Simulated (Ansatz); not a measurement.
Task: vertical and adiabatic energies of changing the electron count of BrGeH₄P, SMILES [PH2][GeH2][Br], with Ansatz 0.2.0 through its Python package. Give the script and its output. Settings (for the species named): r2SCAN, def2-SVP basis, multiplicity 1.

```json
{"atom": "P", "x (Å)": "1.3707", "y (Å)": "-0.3236", "z (Å)": "-0.6625"}
{"atom": "Ge", "x (Å)": "-0.7362", "y (Å)": "0.2804", "z (Å)": "-0.0172"}
{"atom": "Br", "x (Å)": "-2.2413", "y (Å)": "-1.3851", "z (Å)": "-0.6324"}
{"atom": "H", "x (Å)": "1.4897", "y (Å)": "-1.3514", "z (Å)": "0.3571"}
{"atom": "H", "x (Å)": "2.0128", "y (Å)": "0.7024", "z (Å)": "0.1408"}
{"atom": "H", "x (Å)": "-1.1258", "y (Å)": "1.6126", "z (Å)": "-0.7072"}
{"atom": "H", "x (Å)": "-0.7699", "y (Å)": "0.4648", "z (Å)": "1.5214"}
```

`brgeh4p.py`
```python
# -*- coding: utf-8 -*-
import itertools

import ansatz
from ase.data import atomic_numbers, covalent_radii
import numpy as np

GEOMETRY = """
P     1.37070   -0.32360   -0.66250
Ge   -0.73620    0.28040   -0.01720
Br   -2.24130   -1.38510   -0.63240
H     1.48970   -1.35140    0.35710
H     2.01280    0.70240    0.14080
H    -1.12580    1.61260   -0.70720
H    -0.76990    0.46480    1.52140
"""

molecule = ansatz.Crystal.molecule()
for line in GEOMETRY.strip().splitlines():
    symbol, *xyz = line.split()
    molecule = molecule.atom(symbol, [float(v) for v in xyz])

calc = (
    molecule.calculation()
    .basis(gaussian="def2-SVP")
    .functional("r2scan")
)
symbols = [site.symbol for site in molecule.cartesian_sites]
start = np.array([site.position_ang for site in molecule.cartesian_sites], dtype=float)
report = calc.relax(force_tolerance=0.01).run(threads=1, pin="off").report
end = np.array(report["positions_ang"])

minimum = ansatz.Crystal.molecule()
for symbol, place in zip(symbols, end):
    minimum = minimum.atom(symbol, place.tolist())
ion = (
    minimum.calculation()
    .basis(gaussian="def2-SVP")
    .functional("r2scan")
    .charge(1)
    .spin("collinear", total=1)
)
vertical = ion.run(threads=1, pin="off").report
settled = ion.relax(force_tolerance=0.01, max_steps=80).run(threads=1, pin="off").report
print(f"vertical ionisation energy   {vertical['free_energy_ev'] - report['free_energy_ev']:.3f} eV")
print(f"adiabatic, no zero point     {settled['free_energy_ev'] - report['free_energy_ev']:.3f} eV")
print(f"relaxation energy of the ion {vertical['free_energy_ev'] - settled['free_energy_ev']:.3f} eV")
ionised = np.array(settled["positions_ang"])
radius = [covalent_radii[atomic_numbers[s]] for s in symbols]
span = lambda where, i, j: np.linalg.norm(where[i] - where[j])
bonded = [(i, j) for i, j in itertools.combinations(range(len(symbols)), 2) if min(span(end, i, j), span(ionised, i, j)) < 1.2 * (radius[i] + radius[j])]
print("pair        before    after (A)")
for i, j in bonded:
    print(f"{symbols[i]}{i}-{symbols[j]}{j}".ljust(10), f"{span(end, i, j):8.4f} {span(ionised, i, j):8.4f}")
```

Running `python brgeh4p.py` prints:
```text
vertical ionisation energy   9.608 eV
adiabatic, no zero point     8.853 eV
relaxation energy of the ion 0.755 eV
pair        before    after (A)
P0-Ge1       2.3220   2.3703
P0-H3        1.4297   1.4179
P0-H4        1.4332   1.4179
Ge1-Br2      2.3201   2.2906
Ge1-H5       1.5350   1.5208
Ge1-H6       1.5368   1.5208
```

The energies are electronic: no zero-point or thermal terms, and the basis set is short of its limit. The product may relax into another structure. Each relaxation finds its nearest minimum, which needn't be the lowest. The whole script took 8.1 min on 1 thread of Arm Neoverse V1, on a shared host, peak memory 0.34 GiB.
